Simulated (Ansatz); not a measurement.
# AsLi: the cost of one run

Computed with Ansatz 0.2.0, Gaussian basis. Level: def2-QZVPP, all electrons in the functionals, frozen cores in the correlation of double hybrids and RPA.

The runs, in order: wB97M-V, B2PLYP, at charge 0, triplet; charge 0, singlet; charge 0, quintet; charge 1, doublet; charge 1, quartet.

10 further runs of the same task are left out: 10 set aside as unsound or not needed.

**1. The geometry**

The geometry is a PBE0/def2-TZVP stationary point (not a proven minimum). No spin-orbit coupling is included. The filled d shell of As may be among the frozen orbitals whatever the setting's name suggests; the logs give the count.

2 atoms, charge 0, spin multiplicity 3.

Atoms are counted from 1 here; the program's logs count them from 0.

Bond lengths: As1–Li2 2.416 Å.

No dispersion term is added; wB97M-V holds VV10 nonlocal correlation.

The geometry shown and the zero of energy belong to the point charge 0, triplet. The yardstick, RCCSD(T), and other wave-function levels (R restricted, U unrestricted, valence and pair active spaces) come from earlier runs.

**2. wB97M-V, charge 0, triplet**

Input file in.yaml:

```yaml
crystal:
  periodic: [false, false, false]
  atoms:
    - {symbol: As, position_ang: [0.000000, 0.000000, 0.000000]}
    - {symbol: Li, position_ang: [0.000000, 0.000000, 2.415900]}
basis:
  gaussian: {orbitals: "def2-QZVPP.json"}
magnetization: {spin_polarized: true, initial_magnetization: 2}
hamiltonian: {xc: {name: wB97M-V}}
output: {orbitals: {seedname: orbitals}}
```

Command:

```
$ ansatz run in.yaml --threads 1 --pin off --events-out ev --progress --plain --max-ram 2393MiB
```

Q: Estimate wall time and peak memory on 1 thread of Intel Xeon Platinum 8488C, shared host.

About 12 s, with a peak of 0.37 GiB.
